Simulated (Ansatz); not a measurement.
# CH4GeS, SMILES [CH3][Ge][SH]: a rigid scan of one bond length

Computed with Ansatz 0.2.0 through its Python package.

Run as a notebook:

In [1]:
```python
from dataclasses import dataclass

import ansatz
import matplotlib.pyplot as plt
import numpy as np
```

In [2]:
```python
@dataclass
class RunConfig:
    basis: str = "def2-SVP"
    xc: str = "b3lyp"
    dispersion: str = "d4"
```

In [3]:
```python
settings = RunConfig()

GEOMETRY = """
C    -0.88460    0.66740   -0.27130
Ge    0.28010   -0.15250    0.96400
S     1.68810   -1.41090   -0.17670
H    -1.41240   -0.05090   -0.85710
H    -0.35170    1.33860   -1.00350
H    -1.65220    1.35970    0.27650
H     2.39390   -1.81930    1.02240
"""
```

In [4]:
```python
geometry = ansatz.Crystal.molecule()
for line in GEOMETRY.strip().splitlines():
    symbol, *xyz = line.split()
    geometry = geometry.atom(symbol, [float(v) for v in xyz])
```

In [5]:
```python
symbols = [site.symbol for site in geometry.cartesian_sites]
start = np.array([site.position_ang for site in geometry.cartesian_sites])
axis = (start[5] - start[0]) / np.linalg.norm(start[5] - start[0])
moving = [5]
lengths, energies = [1.029, 1.076, 1.123, 1.17, 1.217, 1.263, 1.31, 1.38], []
for length in lengths:
    xyz = start.copy()
    xyz[moving] += (length - np.linalg.norm(start[5] - start[0])) * axis
    point = ansatz.Crystal.molecule()
    for symbol, place in zip(symbols, xyz):
        point = point.atom(symbol, place.tolist())
    setup = (
        point.calculation()
        .basis(gaussian=settings.basis)
        .functional(settings.xc, dispersion=settings.dispersion)
        .accuracy("medium")
    )
    rep = setup.run(threads=1).report
    energies.append(rep["free_energy_ev"])
    print(f"r = {length:6.3f} A  E = {energies[-1]:.5f} eV  <S^2> = {abs(rep['mean_field']['state']['spin_squared']):.3f}")
```
```text
r =  1.029 A  E = -68446.51890 eV  <S^2> = 0.000
r =  1.076 A  E = -68446.60635 eV  <S^2> = 0.000
r =  1.123 A  E = -68446.60912 eV  <S^2> = 0.000
r =  1.170 A  E = -68446.54746 eV  <S^2> = 0.000
r =  1.217 A  E = -68446.43736 eV  <S^2> = 0.000
r =  1.263 A  E = -68446.29492 eV  <S^2> = 0.000
r =  1.310 A  E = -68446.12431 eV  <S^2> = 0.000
r =  1.380 A  E = -68445.84202 eV  <S^2> = 0.000
```

In [6]:
```python
# quartic fit about the minimum
fit = np.polynomial.Polynomial.fit(lengths, np.array(energies) - min(energies), 4).convert()
roots = [r.real for r in fit.deriv().roots() if abs(r.imag) < 1e-9 and fit.deriv(2)(r.real) > 0]
r_e = min(roots, key=lambda r: abs(r - lengths[int(np.argmin(energies))]))
print(f"minimum of the fit at {r_e:.4f} A, force constant {fit.deriv(2)(r_e):.2f} eV/A^2")
plt.figure(figsize=(4.5, 3))
plt.plot(lengths, np.array(energies) - min(energies), "o-")
plt.xlabel("bond length (A)")
plt.ylabel("E - E(min) (eV)")
plt.tight_layout()
plt.savefig("scan.png", dpi=100)
```
```text
minimum of the fit at 1.1011 A, force constant 33.11 eV/A^2
```

What to keep in mind:
- The settings weren't tested for convergence.
- The rest of the molecule is held rigid at a force-field or estimated start geometry, and the basis set is modest; single-reference methods fail as a bond breaks.
- b3lyp holds the VWN-RPA fit, as in Gaussian; the form of ORCA and Turbomole is b3lyp5.
- The orbitals are restricted, so S² is zero by construction.
- Run time: 25 s on 1 thread of Intel(R) Xeon(R) Platinum 8488C (Sapphire Rapids), with other jobs on the host, peak memory 0.27 GiB.

(Lines on the test bed's own set-up are left out of the output.)
